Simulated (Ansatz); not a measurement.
# CH3ClOSi: the cost of one run

Method: UKS PBE0-D4/def2-SVP, in Ansatz 0.2.0.

## Step 1: The system as given

Bond lengths: C1–Si2 1.888 Å, Si2–O3 1.506 Å, Si2–Cl4 2.004 Å, C1–H5 1.088 Å, C1–H6 1.088 Å, C1–H7 1.088 Å. Angles: C1–Si2–O3 128.3°, C1–Si2–Cl4 109.6°, O3–Si2–Cl4 122.1°, Si2–C1–H5 113.0°, Si2–C1–H6 110.3°, Si2–C1–H7 110.3°, H5–C1–H6 108.2°, H5–C1–H7 108.1°, H6–C1–H7 106.7°.

Structure file:

```xyz
7

C    -0.0977    0.8532   -0.1683
Si    0.2595   -0.9348    0.3220
O     1.2893   -1.4483    1.2936
Cl   -0.9751   -2.1640   -0.6691
H    -0.9104    0.9428   -0.8856
H    -0.3546    1.4412    0.7102
H     0.7890    1.3099   -0.6028
```

## Step 2: Relaxing end A

Contents of input.yaml:

```yaml
crystal:
  periodic: [false, false, false]
  atoms:
    - { symbol: C, position_ang: [-0.09766, 0.8532, -0.16827] }
    - { symbol: Si, position_ang: [0.25946, -0.93483, 0.32199] }
    - { symbol: O, position_ang: [1.2893, -1.44833, 1.29359] }
    - { symbol: Cl, position_ang: [-0.97512, -2.16402, -0.66909] }
    - { symbol: H, position_ang: [-0.91037, 0.94284, -0.88564] }
    - { symbol: H, position_ang: [-0.35463, 1.44125, 0.71019] }
    - { symbol: H, position_ang: [0.78902, 1.3099, -0.60277] }
magnetization:
  spin_polarized: true
basis:
  gaussian: { orbitals: def2-SVP }
hamiltonian:
  xc: pbe0
  dispersion: d4
relax:
  f_tol: 0.02
  max_steps: 50
```

Run with:

```console
> ansatz run input.yaml --threads 2 --pin off --max-ram 3072MiB --backend cpu --events-out ev --progress --plain --runs-dir out
```

**Question.** How long does this run take on 2 threads of Arm Neoverse V1, shared host, and how much memory does it need?

About 11 s, with a peak of 0.2 GiB.
